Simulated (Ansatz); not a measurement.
# FGe (charge -1): harmonic frequencies at the relaxed geometry, by script

The task is harmonic frequencies at the relaxed geometry, for FGe (charge -1).

All numbers are computed with Ansatz 0.2.0, driven from Python. Level of theory: B3LYP+D3(BJ)/def2-SVP.

## Step 1: The system

Bond lengths: Ge1–F2 1.875 Å.

No structure file is read: the coordinates are typed or built in the script.

## Step 2: The script

The input, fge_freq.py:

```python
# -*- coding: utf-8 -*-
from dataclasses import dataclass
import itertools

import ansatz
from ase import Atoms
from ase.data import atomic_numbers, covalent_radii
import numpy as np


@dataclass(frozen=True)
class Options:
    basis_set: str = "def2-SVP"
    functional: str = "b3lyp"
    dispersion: str = "d3bj"
    charge: int = -1


cfg = Options()

atoms = Atoms(["Ge", "F"], positions=[
    (0.0, 0.0, 0.0),
    (0.0, 0.0, 1.875),
])
system = ansatz.Crystal.molecule_from_ase(atoms)

model = (
    system.calculation()
    .basis(gaussian=cfg.basis_set)
    .functional(cfg.functional, dispersion=cfg.dispersion)
    .charge(cfg.charge)
    .spin("collinear", total=2)
    .accuracy("medium")
)
symbols = [site.symbol for site in system.cartesian_sites]
start = np.array([site.position_ang for site in system.cartesian_sites], dtype=float)
def progress(event):
    if event["event"] == "relax_step":
        row = event["data"]
        print(f"step {row['step']:3d}  E = {row['lagrangian_ev']:.6f} eV  largest force component {row['allowed_force_max_ev_ang']:.4f} eV/A")


report = model.relax(force_tolerance=0.003).session().plan().execute(on_event=progress).report
end = np.array(report["positions_ang"])

radius = [covalent_radii[atomic_numbers[s]] for s in symbols]
span = lambda where, i, j: np.linalg.norm(where[i] - where[j])
bonded = [(i, j) for i, j in itertools.combinations(range(len(symbols)), 2) if min(span(start, i, j), span(end, i, j)) < 1.2 * (radius[i] + radius[j])]
print("pair        before    after (A)")
for i, j in bonded:
    print(f"{symbols[i]}{i}-{symbols[j]}{j}".ljust(10), f"{span(start, i, j):8.4f} {span(end, i, j):8.4f}")

minimum = ansatz.Crystal.molecule()
for symbol, place in zip(symbols, end):
    minimum = minimum.atom(symbol, place.tolist())
vibrating = minimum.calculation()
vibrating = vibrating.basis(gaussian=cfg.basis_set)
vibrating = vibrating.functional(cfg.functional, dispersion=cfg.dispersion)
vibrating = vibrating.charge(cfg.charge).spin("collinear", total=2)
vibrating = vibrating.accuracy("medium")
vibrating = vibrating.phonons(temperatures=(200, 600, 100))
vib = vibrating.run(threads=1).report["vibrations"]
sums = vib["harmonic_sums"]
modes = [m["omega_inv_cm"] for m in sums["modes_at_gamma"] if m["rigid_motion"] == "no"]
print("frequencies (1/cm):", " ".join(f"{w:.0f}" for w in modes))
print("imaginary modes:", sum(w < 0 for w in modes), " zero-point energy:", round(sums["zero_point_energy_ev"], 4), "eV")
```

## Step 3: The run

The run is started by

```console
$ python fge_freq.py
```

Without the output at hand: what should come out? Wanted: moves of the relaxation of run 1; energy gained in run 1; last largest force component of run 1; highest frequency; imaginary modes; zero-point energy.

**Answer**, as computed:

| quantity | value |
| --- | --- |
| runs compared | 2 |
| moves of the relaxation of run 1 | 3 |
| energy gained in run 1 | 0.002 eV |
| last largest force component of run 1 | 0.0020 eV/Å |
| highest frequency | 536 cm⁻¹ |
| imaginary modes | 0 |
| zero-point energy | 0.033 eV |

In words: Run 1: After 3 moves the largest shift is 0.008 Å. The start was already close to the minimum. The one frequency is real, so the geometry is a minimum. The values are harmonic; measured fundamentals also hold anharmonic shifts, mostly downward for stretches. What to keep in mind:
- The frequencies are harmonic and unscaled, in a modest basis.
- The species is open-shell (spin multiplicity 3).
- b3lyp holds the VWN-RPA fit, as in Gaussian; the form of ORCA and Turbomole is b3lyp5.
- The spin state was assumed, and another may lie lower.
- Anions want diffuse functions, which this basis lacks.
